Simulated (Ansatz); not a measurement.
# CH₅Cl₂InO: up Jacob's ladder to CCSD(T)

The task here is to estimate one member of a computed series from the others.

Method: functionals in def2-TZVPP, the program's frozen cores in correlated methods; program: Ansatz 0.2.0, Gaussian basis.

Levels to be run: LDA (SPW92), PBE-D4, revPBE-D4, BLYP-D4, r2SCAN-D4, B97M-V, PBE0-D4, B3LYP-D4, r2SCANh-D4, r2SCAN0-D4, HSE06-D4, BHLYP-D4, CAM-B3LYP-D4, LC-ωPBE, ωB97X-V, ωB97M-V, B2PLYP, PBE-QIDH; CCSD(T)/def2-SVP; CCSD(T)/def2-TZVPP; MP2/def2-QZVPP; extrapolation to the limit; RPA on PBE.

**The relaxed structure**

All runs share one geometry, relaxed beforehand with PBE0-D4 in a triple-zeta def2 set. In takes the def2 core potential; no spin-orbit term is included.

SMILES `[CH3][In-]([OH2+])([Cl])[Cl]`, 10 atoms, charge 0, spin multiplicity 1.

Atoms are counted from 1 here; the program's logs count them from 0.

Bond lengths: C1–In2 2.125 Å, C1–H6 1.089 Å, C1–H7 1.090 Å, C1–H8 1.089 Å, In2–O3 2.340 Å, In2–Cl4 2.361 Å, In2–Cl5 2.361 Å, O3–H9 0.967 Å, O3–H10 0.967 Å. Angles: In2–C1–H6 109.4°, In2–C1–H7 108.8°, In2–C1–H8 109.6°, H6–C1–H7 109.3°, H6–C1–H8 109.9°, H7–C1–H8 109.8°, C1–In2–O3 111.0°, C1–In2–Cl4 123.7°, C1–In2–Cl5 123.3°, O3–In2–Cl4 86.6°, O3–In2–Cl5 86.5°, Cl4–In2–Cl5 110.2°, In2–O3–H9 102.5°, In2–O3–H10 102.2°, H9–O3–H10 106.2°.

The first run:

Input file in.yaml:

```yaml
crystal:
  periodic: [false, false, false]
  atoms:
    - {symbol: C, position_ang: [-1.776920, -0.407296, 0.470924]}
    - {symbol: In, position_ang: [-0.082463, 0.475740, -0.459985]}
    - {symbol: O, position_ang: [1.903046, -0.465965, 0.343037]}
    - {symbol: Cl, position_ang: [0.679557, -0.104743, -2.617596]}
    - {symbol: Cl, position_ang: [0.814478, 2.561376, 0.189124]}
    - {symbol: H, position_ang: [-2.550257, 0.347842, 0.605573]}
    - {symbol: H, position_ang: [-1.480345, -0.796191, 1.444791]}
    - {symbol: H, position_ang: [-2.154643, -1.217297, -0.150813]}
    - {symbol: H, position_ang: [2.339869, -0.756539, -0.469442]}
    - {symbol: H, position_ang: [2.390678, 0.311972, 0.647287]}
basis:
  gaussian: {orbitals: def2-TZVPP}
hamiltonian: {xc: lda}
output: {orbitals: {seedname: orbitals}}
```

The run is started by

```console
$ ansatz run in.yaml --threads 4 --pin off --events-out ev --progress --plain --max-ram 10444MiB
```

Among the steps run: LDA; PBE-D4 (GGA); revPBE-D4 (GGA); BLYP-D4 (GGA); r2SCAN-D4 (meta-GGA); B97M-V (meta-GGA); PBE0-D4 (hybrid); B3LYP-D4 (hybrid); r2SCANh-D4 (hybrid); r2SCAN0-D4 (hybrid); HSE06-D4 (hybrid); BHLYP-D4 (hybrid); CAM-B3LYP-D4 (range-separated); LC-ωPBE (range-separated); ωB97X-V (range-separated); ωB97M-V (range-separated); B2PLYP (double hybrid); PBE-QIDH (double hybrid).

One of the session's tables, all rows but one given; the rest of the session is left out.

It belongs to the step «Orbital energies across the functionals». 

| functional | HOMO (eV) | gap (eV) |
| --- | --- | --- |
| LDA (SPW92) | -7.12 | 4.94 |
| PBE-D4 | -6.95 | 5.06 |
| revPBE-D4 | -6.88 | 5.12 |
| BLYP-D4 | -6.79 | 4.93 |
| r2SCAN-D4 | -7.26 | 5.66 |
| B97M-V | -7.31 | 5.62 |
| PBE0-D4 | -8.23 | 7.24 |
| B3LYP-D4 | -7.97 | 6.66 |
| r2SCANh-D4 | ? | ? |
| r2SCAN0-D4 | -8.43 | 7.62 |
| HSE06-D4 | -7.83 | 6.47 |
| BHLYP-D4 | -9.34 | 9.19 |
| CAM-B3LYP-D4 | -9.53 | 9.47 |
| LC-ωPBE | -10.90 | 12.13 |
| ωB97X-V | -10.53 | 11.57 |
| ωB97M-V | -10.39 | 11.19 |

**Question.** Estimate the row for r2SCANh-D4.

Worked estimate for «HOMO (eV)». Against the share of exact exchange, r2SCAN-D4 (0, -7.26), r2SCAN0-D4 (0.25, -8.43) give a slope of -4.68 per unit share; at 0.1 the line stands at -7.73.

**Answer.** HOMO (eV): -7.73; gap (eV): 6.45. In «HOMO (eV)» the line misses by 0.00.
